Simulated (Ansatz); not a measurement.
What does this script print? It uses the Ansatz DFT code, driven from Python.

`methods_ch7ge2nsi.py`:
```python
# -*- coding: utf-8 -*-
from dataclasses import dataclass
from pathlib import Path

import ansatz as az
from ase import Atoms
import numpy as np


@dataclass(frozen=True)
class Settings:
    basis_set: str = "def2-SVP"


settings = Settings()

atoms = Atoms(["N", "C", "Ge", "Si", "Ge", "H", "H", "H", "H", "H", "H", "H"], positions=[
    [0.2508, 3.2421, -0.877],
    [0.1612, 2.2232, -0.3363],
    [0.0146, 0.5552, 0.5478],
    [1.877, -0.7299, 0.0732],
    [-1.9421, -0.5837, -0.2252],
    [-0.0853, 0.7832, 2.0776],
    [1.7594, -2.0277, 0.754],
    [3.0841, -0.0331, 0.5413],
    [1.9624, -0.9429, -1.3791],
    [-2.0562, -1.9523, 0.4933],
    [-1.8312, -0.8093, -1.7546],
    [-3.1946, 0.2751, 0.0849],
])
ch7ge2nsi = az.Crystal.molecule_from_ase(atoms)

setup = ch7ge2nsi.calculation().basis(gaussian=settings.basis_set)

print("functional    E (Ha)        dipole (D)   HOMO (eV)  LUMO (eV)")
for name in ["lc_wpbe", "r2scan0", "lda", "hf", "r2scan"]:
    rep = setup.functional(name).forces().orbitals().run(threads=1, runs_dir="runs").report
    lines = Path(rep["orbitals_path"]).read_text().splitlines()
    field_of = lambda key: [line.split("=")[1].strip() for line in lines if line.startswith(key)]
    orbitals = [(27.211386 * float(e), s, float(n)) for e, s, n in zip(field_of("Ene="), field_of("Spin="), field_of("Occup="))]
    homo = max(e for e, _, n in orbitals if n > 0.5)
    lumo = min(e for e, _, n in orbitals if n < 0.5)
    dipole = 4.803205 * np.linalg.norm(rep["charge_distribution"]["dipole_moment_e_ang"])
    print(f"{name:10s} {rep['free_energy_ev'] / 27.211386246:14.6f} {dipole:9.3f} {homo:11.3f} {lumo:10.3f}")
```

```console
$ python methods_ch7ge2nsi.py
functional    E (Ha)        dipole (D)   HOMO (eV)  LUMO (eV)
lc_wpbe      -4539.157710     3.684     -10.707      1.710
r2scan0      -4539.714296     3.801      -8.428     -0.441
lda          -4531.519506     3.702      -7.246     -1.575
hf           -4535.361181     3.845     -10.663      2.917
r2scan       -4539.770872     3.730      -7.446     -1.247
```

Total energies depend on the basis set; only differences at equal settings carry meaning. The geometry is a force-field or estimated start, not a minimum of this method, and the basis set is short of its limit. A lower total doesn't mark the better method: functionals have no common bound, and MP2 and coupled cluster aren't variational. Levels such as HOMO and LUMO are orbital energies: with these approximate functionals they aren't the ionisation energy and electron affinity, and their gap isn't the fundamental gap. Wall time of the script: 55 s on 1 thread of Arm Neoverse V1 (shared host), peak memory 0.5 GiB.
